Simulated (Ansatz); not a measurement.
**Ge (P6_3/mmc): relaxations under a series of pressures**

How does Ge (P6_3/mmc) give way under pressure? Wanted for Ge (P6_3/mmc): relaxations under a series of pressures.

All numbers are computed with Ansatz 0.2.0 through its Python package. Level of theory: DFT r2SCAN, plane waves, PAW.

### Step 1. Starting point

The structure is hexagonal, space group P6_3/mmc (No. 194). The conventional cell has a = 3.998 Å, b = 3.998 Å, c = 6.599 Å, α = 90.00°, β = 90.00°, γ = 120.00°. Ge (site symmetry 3m) is surrounded by 4 Ge at 2.45 to 2.47 Å.

POSCAR, read by the script:

```text
Ge
1.0
   3.99758584    0.00000000    0.00000000
  -1.99879292    3.46201089    0.00000000
   0.00000000    0.00000000    6.59937795
Ge
4
Direct
   0.66666667    0.33333333    0.06290125
   0.33333333    0.66666667    0.56290125
   0.66666667    0.33333333    0.43709875
   0.33333333    0.66666667    0.93709875
```

### Step 2. The code

File compress_ge.py:

```python
# -*- coding: utf-8 -*-
import ansatz as az
from ase.io import read
import numpy as np
import pandas as pd

config = {
    "cutoff_ev": 650,
    "kmesh": (6, 6, 3),
}

def edges_and_angles(cell):
    cell = np.asarray(cell)
    a, b, c = np.linalg.norm(cell, axis=1)
    cosines = cell[1] @ cell[2] / (b * c), cell[0] @ cell[2] / (a * c), cell[0] @ cell[1] / (a * b)
    return (a, b, c, *np.degrees(np.arccos(cosines)))


def main():
    atoms = read("POSCAR", format="vasp")
    structure = az.Crystal.from_ase(atoms)

    calculation = (
        structure.calculation()
        .occupations(az.OccupationsMethod.FERMI_DIRAC, width=100 * az.meV)
        .basis(config["cutoff_ev"])
        .functional(az.Functional.R2SCAN)
        .kpoints(mesh=config["kmesh"])
    )

    rows = []
    for pressure in [0, 5, 10, 20]:
        res = calculation.relax(cell=True, pressure=pressure, max_steps=60).run(threads=1, pin="off")
        cell = res.lattice.cell_ang
        n_atoms = len(res.lattice.sites)
        volume = abs(np.linalg.det(cell)) / n_atoms
        enthalpy = res.report["free_energy_ev"] / n_atoms + pressure * volume / 160.21766
        rows.append((pressure, volume, enthalpy, *edges_and_angles(cell)))
        print(f"{pressure} GPa done: {volume:.4f} A^3/atom")

    table = pd.DataFrame(rows, columns=["P_GPa", "V_A3_atom", "H_eV_atom", "a", "b", "c", "alpha", "beta", "gamma"])
    print(table.round(4).to_string(index=False))
    p, v = np.array([row[0] for row in rows], float), np.array([row[1] for row in rows])
    print("mean bulk modulus between rows (GPa):", np.round(-np.diff(p) / np.diff(np.log(v)), 1))


if __name__ == "__main__":
    main()
```

### Step 3. What the engine is handed

The engine receives this input (first run):

```yaml
crystal:
  lattice:
    - [3.99758584, 0.0, 0.0]
    - [-1.99879292, 3.46201089, 0.0]
    - [0.0, 0.0, 6.59937795]
  atoms:
    - { symbol: Ge, position: [0.66666667, 0.33333333000000004, 0.06290125] }
    - { symbol: Ge, position: [0.33333333, 0.66666667, 0.56290125] }
    - { symbol: Ge, position: [0.66666667, 0.33333333000000004, 0.43709875] }
    - { symbol: Ge, position: [0.33333333, 0.66666667, 0.9370987500000001] }
basis:
  ecutwfc: 650.0
kpoints:
  mp_grid:
    grid: [6, 6, 3]
hamiltonian:
  xc: r2scan
scf:
  occupations:
    method: fermi_dirac
    width: 0.1
relax:
  max_steps: 60
  cell:
    p_target: 0.0
```

### Step 4. The run

Command:

```bash
$ python compress_ge.py
```

**Question.** How far does the cell shrink over this series of pressures, and what bulk modulus does the first step imply?

The runs gave:

| quantity | value |
| --- | --- |
| bulk modulus between neighbouring pressures | 82 to 134.2 GPa |
| runs compared | 4 |
| range of energy | 200.66 meV/atom |

What this shows: The crystal stiffens as it is compressed. The volume falls from 22.83 Å³ an atom at 0 GPa to 19.00 at 20 GPa, by 16.7 %. Between 0 and 5 GPa, -V dP/dV is about 82 GPa, a mean over that step. In run 1, the volume hardly changed, and the space group stayed P6_3/mmc. In run 4, the volume shrank by 16.8 % over 4 moves under the 20 GPa asked, and the space group stayed P6_3/mmc. At a fixed pressure a relaxation lowers the enthalpy F + PV, while F alone can rise. This isn't the structure that Ge takes at ambient conditions. Symmetry holds the cell in this phase, so another phase that may be stable under pressure is not reached. Whether this is the phase that is stable at ambient conditions was not tested.
